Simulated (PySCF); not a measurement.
# C6H7FO: magnetic properties

Computed with PySCF 2.14.0 and routines of our own; the level stands in each step. Atoms count from 0.

## (1) The starting structure

15 atoms, charge 0, multiplicity 1; geometry from: GFN2-xTB.

## (2) Magnetic properties: GIAO PBE0/pcSseg-1

What the job is given:

```
{"job": {"kind": "mag", "xc": "PBE0", "basis": "pcSseg-1", "isotopologues": 2}, "charge": 0, "multiplicity": 1}
C      1.347994    -0.351443     2.411356
C      0.781321    -0.568834     1.224461
C      0.139947     0.477994     0.477575
C     -0.459385     0.323591    -0.722804
C     -0.555961    -0.973102    -1.469687
C     -1.069784     1.465067    -1.393990
O     -1.645539     1.503522    -2.431503
F     -0.930241     2.634583    -0.686890
H      1.348277     0.627711     2.861942
H      1.828923    -1.137540     2.967292
H      0.794996    -1.557748     0.789690
H      0.153333     1.457204     0.937832
H      0.429626    -1.296956    -1.801845
H     -1.188432    -0.842104    -2.343831
H     -0.979489    -1.753956    -0.841512
```

Level: GIAO PBE0/pcSseg-1 magnetisability, rotational g tensor and spin-rotation constants, non-relativistic, gas phase.

The run is started by

```bash
> OMP_NUM_THREADS=1 python excited_run.py task.json out
```

This one command runs all jobs of the session in turn.

**Question.** How long does this first job take on 1 thread of Arm Neoverse V1, shared host, and how much memory does it need?

About 24 s, with a peak of 0.78 GiB.
